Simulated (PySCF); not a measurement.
**A gas-phase reaction: BBrF2 + H2O → BF2HO + BrH**

Aim: the reaction energy of `FB(F)Br` + `O` → `OB(F)F` + `Br`.

Programs: PySCF 2.14.0. All values are calculated, for the isolated system unless a continuum is named. Atoms count from 0, parts from 1.

## Step 1: Starting point

Each species was relaxed by itself at PBE0-D3(BJ)/def2-SVPD.

## Step 2: Reaction energy: wB97M-D3(BJ)/def2-TZVPD

What the job is given:

```
{"job": {"kind": "react", "xc": "wB97M-D3(BJ)", "basis": "def2-TZVPD"}, "charge": 0, "multiplicity": 1}
-1 BBrF2 charge 0 multiplicity 1
F      0.544380     0.762940     1.000010
B     -0.060630     0.048290     0.078300
F     -1.370630    -0.049010     0.105600
Br     0.944310    -0.831530    -1.273690

-1 H2O charge 0 multiplicity 1
O     -0.002800     0.389370     0.003970
H     -0.761460    -0.200180    -0.002610
H      0.764300    -0.189160    -0.001380

+1 BF2HO charge 0 multiplicity 1
O      0.075730    -0.955600     0.327070
B      0.083520     0.234300    -0.293960
F      0.636290     0.345230    -1.489140
F     -0.451890     1.324920     0.252060
H     -0.345280    -0.948990     1.190550

+1 BrH charge 0 multiplicity 1
Br     0.715020     0.009000     0.001520
H     -0.708650    -0.005740    -0.002130
```

With the program's defaults for keys left out, this is: wB97M-D3(BJ)/def2-TZVPD reaction energy of separated species, gas phase.

Launch:

```bash
OMP_NUM_THREADS=1 python cluster_run.py task.json out
```

This one command runs all jobs of the session in turn.

The log of the run:

```text
species 1 (BBrF2)
coarse grid: 23112 points
cycle   1  E = -2798.9014069078  dE = -5.273e-01  |g| = 7.229e-01  |ddm| = 1.685e+00
cycle   2  E = -2798.9112416747  dE = -9.835e-03  |g| = 7.805e-01  |ddm| = 7.325e-01
cycle   3  E = -2798.9955966162  dE = -8.435e-02  |g| = 5.553e-02  |ddm| = 3.433e-01
cycle   4  E = -2798.9960974887  dE = -5.009e-04  |g| = 1.750e-02  |ddm| = 4.544e-02
cycle   5  E = -2798.9961751345  dE = -7.765e-05  |g| = 3.371e-03  |ddm| = 1.774e-02
cycle   6  E = -2798.9961785674  dE = -3.433e-06  |g| = 1.164e-03  |ddm| = 4.250e-03
final grid: 47496 points
cycle   7  E = -2798.9961646872  dE = -2.833e-07  |g| = 8.921e-04  |ddm| = 1.728e-03
cycle   8  E = -2798.9961647461  dE = -5.890e-08  |g| = 7.263e-04  |ddm| = 1.069e-03
cycle   9  E = -2798.9961648156  dE = -6.944e-08  |g| = 5.738e-05  |ddm| = 4.248e-04
cycle  10  E = -2798.9961648170  dE = -1.447e-09  |g| = 3.864e-05  |ddm| = 7.656e-05
cycle  11  E = -2798.9961648175  dE = -4.579e-10  |g| = 5.464e-06  |ddm| = 4.699e-05
converged SCF energy = -2798.9961648175

species 2 (H2O)
coarse grid: 10128 points
cycle   1  E = -76.4117497967  dE = -7.454e-02  |g| = 5.872e-01  |ddm| = 8.994e-01
cycle   2  E = -76.4087422572  dE =  3.008e-03  |g| = 6.461e-01  |ddm| = 5.038e-01
cycle   3  E = -76.4759334555  dE = -6.719e-02  |g| = 2.731e-02  |ddm| = 2.374e-01
cycle   4  E = -76.4760586592  dE = -1.252e-04  |g| = 5.497e-03  |ddm| = 1.609e-02
cycle   5  E = -76.4760673360  dE = -8.677e-06  |g| = 8.214e-04  |ddm| = 5.831e-03
final grid: 21952 points
cycle   6  E = -76.4760630143  dE = -1.975e-07  |g| = 5.843e-04  |ddm| = 1.373e-03
cycle   7  E = -76.4760630212  dE = -6.839e-09  |g| = 6.466e-04  |ddm| = 6.469e-04
cycle   8  E = -76.4760630848  dE = -6.363e-08  |g| = 3.199e-05  |ddm| = 2.236e-04
cycle   9  E = -76.4760630856  dE = -8.231e-10  |g| = 4.133e-06  |ddm| = 1.105e-04
converged SCF energy = -76.4760630856

species 3 (BF2HO)
coarse grid: 23432 points
cycle   1  E = -300.6156882404  dE =  5.213e-01  |g| = 8.294e-01  |ddm| = 1.640e+00
cycle   2  E = -300.6351669255  dE = -1.948e-02  |g| = 8.534e-01  |ddm| = 8.455e-01
cycle   3  E = -300.7364489906  dE = -1.013e-01  |g| = 3.848e-02  |ddm| = 3.924e-01
cycle   4  E = -300.7367908192  dE = -3.418e-04  |g| = 1.460e-02  |ddm| = 4.329e-02
cycle   5  E = -300.7368315541  dE = -4.073e-05  |g| = 7.895e-03  |ddm| = 1.385e-02
cycle   6  E = -300.7368411163  dE = -9.562e-06  |g| = 1.574e-03  |ddm| = 3.963e-03
final grid: 51000 points
cycle   7  E = -300.7368267960  dE = -2.879e-07  |g| = 1.598e-03  |ddm| = 2.473e-03
cycle   8  E = -300.7368267243  dE =  7.169e-08  |g| = 1.833e-03  |ddm| = 1.299e-03
cycle   9  E = -300.7368271847  dE = -4.604e-07  |g| = 6.013e-05  |ddm| = 7.514e-04
cycle  10  E = -300.7368271872  dE = -2.452e-09  |g| = 2.543e-05  |ddm| = 1.343e-04
cycle  11  E = -300.7368271874  dE = -2.404e-10  |g| = 6.080e-06  |ddm| = 5.020e-05
converged SCF energy = -300.7368271874

species 4 (BrH)
coarse grid: 9808 points
cycle   1  E = -2574.7444816996  dE = -1.115e+00  |g| = 2.814e-01  |ddm| = 9.887e-01
cycle   2  E = -2574.7574488026  dE = -1.297e-02  |g| = 1.487e-01  |ddm| = 2.655e-01
cycle   3  E = -2574.7608846136  dE = -3.436e-03  |g| = 8.657e-03  |ddm| = 8.708e-02
cycle   4  E = -2574.7609219785  dE = -3.736e-05  |g| = 2.523e-03  |ddm| = 1.268e-02
cycle   5  E = -2574.7609264090  dE = -4.430e-06  |g| = 6.497e-04  |ddm| = 4.934e-03
final grid: 18448 points
cycle   6  E = -2574.7609110844  dE = -1.922e-07  |g| = 3.884e-04  |ddm| = 9.239e-04
cycle   7  E = -2574.7609111120  dE = -2.762e-08  |g| = 2.729e-04  |ddm| = 3.937e-04
cycle   8  E = -2574.7609111191  dE = -7.074e-09  |g| = 3.378e-05  |ddm| = 1.359e-04
cycle   9  E = -2574.7609111201  dE = -1.023e-09  |g| = 1.120e-05  |ddm| = 6.292e-05
cycle  10  E = -2574.7609111202  dE = -6.003e-11  |g| = 1.704e-06  |ddm| = 1.292e-05
converged SCF energy = -2574.7609111202

Reaction energy = -15.961 kcal/mol
```

It took 30 s on 1 thread of Arm Neoverse N1, shared host; peak memory 0.6 GiB.

Species by species (with the dispersion term, which the log's SCF energies lack):

```tsv
ν	species	energy (Eh)	HOMO (eV)
-1	FB(F)Br	-2798.99888	-11.45
-1	O	-76.47682	-11.72
+1	OB(F)F	-300.73966	-13.38
+1	Br	-2574.76148	-11.15
```

## Step 3: Energies of the species: PBE0-D3(BJ)/def2-TZVPD

Settings changed since step 2:

```diff
@@ -1,2 +1,2 @@
-{"job": {"kind": "react", "xc": "wB97M-D3(BJ)", "basis": "def2-TZVPD"}, "charge": 0, "multiplicity": 1}
+{"job": {"kind": "react", "xc": "PBE0", "basis": "def2-TZVPD", "disp": "d3bj"}, "charge": 0, "multiplicity": 1}
 -1 BBrF2 charge 0 multiplicity 1
```

With the program's defaults for keys left out, this is: PBE0-D3(BJ)/def2-TZVPD reaction energy of separated species, gas phase.

The log of the run:

```text
species 1 (BBrF2)
coarse grid: 23112 points
cycle   1  E = -2798.3614363138  dE = -5.759e-01  |g| = 6.764e-01  |ddm| = 1.766e+00
cycle   2  E = -2798.2876079023  dE =  7.383e-02  |g| = 9.859e-01  |ddm| = 7.306e-01
cycle   3  E = -2798.4268989747  dE = -1.393e-01  |g| = 6.380e-02  |ddm| = 4.316e-01
cycle   4  E = -2798.4273041477  dE = -4.052e-04  |g| = 9.882e-03  |ddm| = 4.142e-02
cycle   5  E = -2798.4273145101  dE = -1.036e-05  |g| = 5.247e-03  |ddm| = 9.697e-03
cycle   6  E = -2798.4273218250  dE = -7.315e-06  |g| = 8.085e-04  |ddm| = 4.472e-03
final grid: 47496 points
cycle   7  E = -2798.4273398719  dE =  4.096e-08  |g| = 1.051e-03  |ddm| = 1.601e-03
cycle   8  E = -2798.4273397562  dE =  1.158e-07  |g| = 1.330e-03  |ddm| = 1.666e-03
cycle   9  E = -2798.4273400766  dE = -3.204e-07  |g| = 6.712e-05  |ddm| = 8.870e-04
cycle  10  E = -2798.4273400772  dE = -5.912e-10  |g| = 1.082e-05  |ddm| = 3.519e-05
converged SCF energy = -2798.4273400772

species 2 (H2O)
coarse grid: 2328 points
cycle   1  E = -76.3044300732  dE = -5.304e-03  |g| = 6.571e-01  |ddm| = 9.011e-01
cycle   2  E = -76.1882089833  dE =  1.162e-01  |g| = 1.036e+00  |ddm| = 7.256e-01
cycle   3  E = -76.3820298657  dE = -1.938e-01  |g| = 3.132e-02  |ddm| = 4.396e-01
cycle   4  E = -76.3822121710  dE = -1.823e-04  |g| = 5.864e-03  |ddm| = 1.606e-02
cycle   5  E = -76.3822173100  dE = -5.139e-06  |g| = 7.850e-04  |ddm| = 2.507e-03
final grid: 21952 points
cycle   6  E = -76.3808944205  dE = -1.510e-05  |g| = 3.449e-03  |ddm| = 9.304e-03
cycle   7  E = -76.3808924541  dE =  1.966e-06  |g| = 4.753e-03  |ddm| = 3.321e-03
cycle   8  E = -76.3808961714  dE = -3.717e-06  |g| = 2.518e-04  |ddm| = 1.965e-03
cycle   9  E = -76.3808961820  dE = -1.061e-08  |g| = 2.398e-05  |ddm| = 1.101e-04
cycle  10  E = -76.3808961821  dE = -1.118e-10  |g| = 3.293e-06  |ddm| = 1.514e-05
converged SCF energy = -76.3808961821

species 3 (BF2HO)
coarse grid: 4968 points
cycle   1  E = -300.2565590442  dE =  5.045e-01  |g| = 8.423e-01  |ddm| = 1.699e+00
cycle   2  E = -300.1541391859  dE =  1.024e-01  |g| = 1.182e+00  |ddm| = 1.072e+00
cycle   3  E = -300.3690971131  dE = -2.150e-01  |g| = 5.349e-02  |ddm| = 6.572e-01
cycle   4  E = -300.3693612560  dE = -2.641e-04  |g| = 4.112e-02  |ddm| = 4.641e-02
cycle   5  E = -300.3696092372  dE = -2.480e-04  |g| = 4.315e-03  |ddm| = 2.058e-02
cycle   6  E = -300.3696122392  dE = -3.002e-06  |g| = 7.788e-04  |ddm| = 3.001e-03
final grid: 51000 points
cycle   7  E = -300.3733118451  dE = -1.084e-04  |g| = 6.467e-03  |ddm| = 7.322e-02
cycle   8  E = -300.3733037063  dE =  8.139e-06  |g| = 9.562e-03  |ddm| = 7.220e-03
cycle   9  E = -300.3733177734  dE = -1.407e-05  |g| = 4.002e-04  |ddm| = 4.701e-03
cycle  10  E = -300.3733177960  dE = -2.258e-08  |g| = 1.804e-04  |ddm| = 3.116e-04
cycle  11  E = -300.3733178004  dE = -4.416e-09  |g| = 3.852e-05  |ddm| = 9.475e-05
cycle  12  E = -300.3733178006  dE = -2.109e-10  |g| = 9.075e-06  |ddm| = 2.336e-05
converged SCF energy = -300.3733178006

species 4 (BrH)
coarse grid: 9808 points
cycle   1  E = -2574.4494535188  dE = -1.081e+00  |g| = 2.724e-01  |ddm| = 1.042e+00
cycle   2  E = -2574.4540917828  dE = -4.638e-03  |g| = 1.699e-01  |ddm| = 2.601e-01
cycle   3  E = -2574.4588661912  dE = -4.774e-03  |g| = 3.007e-02  |ddm| = 1.194e-01
cycle   4  E = -2574.4590976784  dE = -2.315e-04  |g| = 4.156e-03  |ddm| = 2.212e-02
cycle   5  E = -2574.4591016809  dE = -4.002e-06  |g| = 1.311e-03  |ddm| = 4.270e-03
final grid: 18448 points
cycle   6  E = -2574.4591027960  dE = -7.033e-08  |g| = 1.375e-03  |ddm| = 2.024e-03
cycle   7  E = -2574.4591028103  dE = -1.433e-08  |g| = 1.399e-03  |ddm| = 1.791e-03
cycle   8  E = -2574.4591030312  dE = -2.209e-07  |g| = 5.149e-05  |ddm| = 8.398e-04
cycle   9  E = -2574.4591030319  dE = -6.798e-10  |g| = 1.026e-05  |ddm| = 4.413e-05
converged SCF energy = -2574.4591030319

Reaction energy = -14.924 kcal/mol
```

Wall time 15 s (1 thread of Arm Neoverse N1, shared host); peak memory 0.58 GiB.

Reaction energy at this level: -14.92 kcal/mol.

## Step 4: Reaction energy: MP2/def2-TZVPD

Settings changed since step 3:

```diff
@@ -1,2 +1,2 @@
-{"job": {"kind": "react", "xc": "PBE0", "basis": "def2-TZVPD", "disp": "d3bj"}, "charge": 0, "multiplicity": 1}
+{"job": {"kind": "react", "xc": "MP2", "basis": "def2-TZVPD"}, "charge": 0, "multiplicity": 1}
 -1 BBrF2 charge 0 multiplicity 1
```

Method: MP2/def2-TZVPD reaction energy of separated species, gas phase.

The log of the run:

```text
species 1 (BBrF2)
final grid: 47496 points
cycle   1  E = -2796.1558335340  dE = -5.323e-01  |g| = 6.533e-01  |ddm| = 1.620e+00
cycle   2  E = -2796.2205922908  dE = -6.476e-02  |g| = 3.796e-01  |ddm| = 5.412e-01
cycle   3  E = -2796.2424757749  dE = -2.188e-02  |g| = 4.402e-02  |ddm| = 2.038e-01
cycle   4  E = -2796.2430043769  dE = -5.286e-04  |g| = 1.258e-02  |ddm| = 5.072e-02
cycle   5  E = -2796.2430523169  dE = -4.794e-05  |g| = 2.591e-03  |ddm| = 1.458e-02
cycle   6  E = -2796.2430559410  dE = -3.624e-06  |g| = 7.597e-04  |ddm| = 4.207e-03
cycle   7  E = -2796.2430562963  dE = -3.553e-07  |g| = 2.592e-04  |ddm| = 1.229e-03
cycle   8  E = -2796.2430563299  dE = -3.357e-08  |g| = 8.274e-05  |ddm| = 3.635e-04
cycle   9  E = -2796.2430563339  dE = -4.034e-09  |g| = 2.060e-05  |ddm| = 1.371e-04
cycle  10  E = -2796.2430563343  dE = -3.838e-10  |g| = 4.893e-06  |ddm| = 4.701e-05
converged SCF energy = -2796.2430563343

species 2 (H2O)
final grid: 21952 points
cycle   1  E = -76.0248943417  dE = -1.467e-01  |g| = 4.364e-01  |ddm| = 8.776e-01
cycle   2  E = -76.0503804262  dE = -2.549e-02  |g| = 2.594e-01  |ddm| = 2.972e-01
cycle   3  E = -76.0608895357  dE = -1.051e-02  |g| = 2.594e-02  |ddm| = 1.025e-01
cycle   4  E = -76.0610468958  dE = -1.574e-04  |g| = 5.694e-03  |ddm| = 1.523e-02
cycle   5  E = -76.0610612636  dE = -1.437e-05  |g| = 1.176e-03  |ddm| = 5.302e-03
cycle   6  E = -76.0610621534  dE = -8.898e-07  |g| = 2.235e-04  |ddm| = 1.658e-03
cycle   7  E = -76.0610621901  dE = -3.670e-08  |g| = 3.304e-05  |ddm| = 3.733e-04
cycle   8  E = -76.0610621908  dE = -6.655e-10  |g| = 4.159e-06  |ddm| = 3.886e-05
converged SCF energy = -76.0610621908

species 3 (BF2HO)
final grid: 51000 points
cycle   1  E = -299.2441328344  dE =  4.848e-01  |g| = 7.027e-01  |ddm| = 1.562e+00
cycle   2  E = -299.3145524092  dE = -7.042e-02  |g| = 3.751e-01  |ddm| = 5.286e-01
cycle   3  E = -299.3340170847  dE = -1.946e-02  |g| = 4.576e-02  |ddm| = 1.837e-01
cycle   4  E = -299.3345330749  dE = -5.160e-04  |g| = 9.455e-03  |ddm| = 4.614e-02
cycle   5  E = -299.3345641013  dE = -3.103e-05  |g| = 2.083e-03  |ddm| = 1.319e-02
cycle   6  E = -299.3345662009  dE = -2.100e-06  |g| = 7.988e-04  |ddm| = 3.554e-03
cycle   7  E = -299.3345664064  dE = -2.055e-07  |g| = 2.838e-04  |ddm| = 1.078e-03
cycle   8  E = -299.3345664343  dE = -2.785e-08  |g| = 7.036e-05  |ddm| = 3.448e-04
cycle   9  E = -299.3345664366  dE = -2.340e-09  |g| = 1.551e-05  |ddm| = 1.157e-04
cycle  10  E = -299.3345664367  dE = -1.482e-10  |g| = 4.441e-06  |ddm| = 3.053e-05
converged SCF energy = -299.3345664367

species 4 (BrH)
final grid: 18448 points
cycle   1  E = -2572.9852622226  dE = -1.144e+00  |g| = 2.202e-01  |ddm| = 9.640e-01
cycle   2  E = -2572.9999186084  dE = -1.466e-02  |g| = 7.760e-02  |ddm| = 2.157e-01
cycle   3  E = -2573.0014423839  dE = -1.524e-03  |g| = 1.588e-02  |ddm| = 5.815e-02
cycle   4  E = -2573.0016142837  dE = -1.719e-04  |g| = 5.005e-03  |ddm| = 1.886e-02
cycle   5  E = -2573.0016334095  dE = -1.913e-05  |g| = 1.691e-03  |ddm| = 6.805e-03
cycle   6  E = -2573.0016348125  dE = -1.403e-06  |g| = 3.418e-04  |ddm| = 2.059e-03
cycle   7  E = -2573.0016348862  dE = -7.365e-08  |g| = 5.979e-05  |ddm| = 6.414e-04
cycle   8  E = -2573.0016348876  dE = -1.423e-09  |g| = 8.468e-06  |ddm| = 8.660e-05
cycle   9  E = -2573.0016348876  dE = -4.593e-11  |g| = 1.310e-06  |ddm| = 1.889e-05
converged SCF energy = -2573.0016348876

Reaction energy = -13.503 kcal/mol
```

Wall time 7.9 s (1 thread of Arm Neoverse N1, shared host); peak memory 0.42 GiB.

Reaction energy at this level: -13.50 kcal/mol.

## Step 5: Side by side

Energies in kcal/mol, with wall time:

```tsv
run	reaction	time
wB97M-D3(BJ)/def2-TZVPD	-15.96	30 s
PBE0-D3(BJ)/def2-TZVPD	-14.92	15 s
MP2/def2-TZVPD	-13.50	7.9 s
```

## Step 6: Results

```
                                                quantity                      value
               reaction energy (wB97M-D3(BJ)/def2-TZVPD)            -15.96 kcal/mol
                     ΔH, ΔG at 298 K (xTB thermal terms)      -17.3, -16.9 kcal/mol
range of the reaction energy over the runs of this table  -15.96 to -13.50 kcal/mol
```

The reaction is exothermic by 17.3 kcal/mol in the gas phase; dispersion gives +0.05, and xTB itself gave -16.46 for the electronic energy (xTB energies and thermal terms come from the earlier relaxation of each species, not shown). No barrier was sought. The reaction energy runs from -15.96 (wB97M-D3(BJ)/def2-TZVPD) to -13.50 kcal/mol (MP2/def2-TZVPD).
